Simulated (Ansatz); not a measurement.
# GaSiH2 (quartet): from Hartree-Fock to the top rungs, cc-pVDZ

How much of the correlation energy of GaSiH2 (quartet) does each wave-function method recover here?

Method: cc-pVDZ, core rule «outside noble gas», up to 19 orbitals frozen; program: Ansatz 0.2.0, Gaussian basis.

Plan: UHF; CCSD(T) on ROHF; CCSD(T) on UHF; BCCD(T) on ROHF; CISD; CCSDT(Q) on ROHF; CCSDT(Q) on UHF; CCSDTQ on ROHF; CASSCF and MRCISD+Q, 9 electrons in 10 orbitals; CASSCF and MRCISD+Q(relaxed), 9 electrons in 10 orbitals; CASSCF and NEVPT2, 9 electrons in 10 orbitals.

5 further runs of the same task are left out: 5 set aside as unsound or not needed.

## (1) What is computed

The geometry is a PBE0/def2-TZVP stationary point (not a proven minimum) of the parent state, kept for this charge and spin. No spin-orbit coupling is included. The filled d shell of Ga may be among the frozen orbitals whatever the setting's name suggests; the logs give the count.

4 atoms, charge 0, spin multiplicity 4.

Atoms are counted from 1 here; the program's logs count them from 0.

Bond lengths: Si1–Ga2 2.527 Å, Si1–H3 1.499 Å, Si1–H4 1.499 Å. Angles: Ga2–Si1–H3 127.3°, Ga2–Si1–H4 127.3°, H3–Si1–H4 105.5°.

## (2) UHF

in.yaml reads:

```yaml
crystal:
  periodic: [false, false, false]
  atoms:
    - {symbol: Si, position_ang: [0.000000, 0.000000, 1.746816]}
    - {symbol: Ga, position_ang: [0.000000, 0.000000, -0.780395]}
    - {symbol: H, position_ang: [0.000000, -1.193304, 2.654570]}
    - {symbol: H, position_ang: [0.000000, 1.193304, 2.654570]}
basis:
  gaussian: {orbitals: cc-pVDZ}
magnetization: {spin_polarized: true, initial_magnetization: 3}
hamiltonian: {xc: hf}
output: {orbitals: {seedname: orbitals}}
```

Run with:

```
$ ansatz run in.yaml --threads 1 --pin off --events-out ev --progress --plain --max-ram 2560MiB --backend cpu
```

Further steps of the session: CCSD(T) on ROHF; CCSD(T) on UHF; BCCD(T) on ROHF; CISD; CCSDT(Q) on ROHF; CCSDT(Q) on UHF; CCSDTQ on ROHF; CASSCF and MRCISD+Q, 9 electrons in 10 orbitals; CASSCF and MRCISD+Q(relaxed), 9 electrons in 10 orbitals; CASSCF and NEVPT2, 9 electrons in 10 orbitals.

Q: Predict the results of all the runs planned. Wanted: RCCSDTQ below the RHF energy; RMP2 from RCCSDTQ; UMP2 from RCCSDTQ; RCCSD from RCCSDTQ; RCCSD(T) from RCCSDTQ; UCCSD(T) from RCCSDTQ; RCCSDT(Q) from RCCSDTQ; UCCSDT(Q) from RCCSDTQ; NEVPT2 valence from RCCSDTQ.

The runs gave:

| quantity | value |
| --- | --- |
| RCCSDTQ below the RHF energy | -4.3705 eV |
| RMP2 from RCCSDTQ | +1060.6 meV |
| UMP2 from RCCSDTQ | +1083.5 meV |
| RCCSD from RCCSDTQ | +182.2 meV |
| RCCSD(T) from RCCSDTQ | +45.1 meV |
| UCCSD(T) from RCCSDTQ | +34.2 meV |
| RCCSDT(Q) from RCCSDTQ | +1.2 meV |
| UCCSDT(Q) from RCCSDTQ | -10.7 meV |
| NEVPT2 valence from RCCSDTQ | +809.1 meV |
| MRCISD+Q valence from RCCSDTQ | +30.0 meV |
| MRCISD+Q(relaxed) valence from RCCSDTQ | -16.6 meV |
| levels within 1 kcal/mol (43 meV) | UCCSD(T), RCCSDT, UCCSDT, RCCSDT(Q), UCCSDT(Q), MRCISD+Q valence, MRCISD+Q(relaxed) valence |
| T1 diagnostic | 0.033 |
| effectively unpaired electrons | 3.03 |

RCCSD(T) misses by +45.1 meV, 1.0 % of the correlation energy. One determinant dominates. Of the multireference levels listed MRCISD+Q(relaxed) valence comes nearest in total energy (-16.6 meV), which doesn't show that its space is the better one. These misses are within one basis, not against nature; the frozen cores of restricted and unrestricted runs differ, which can shift their rows.
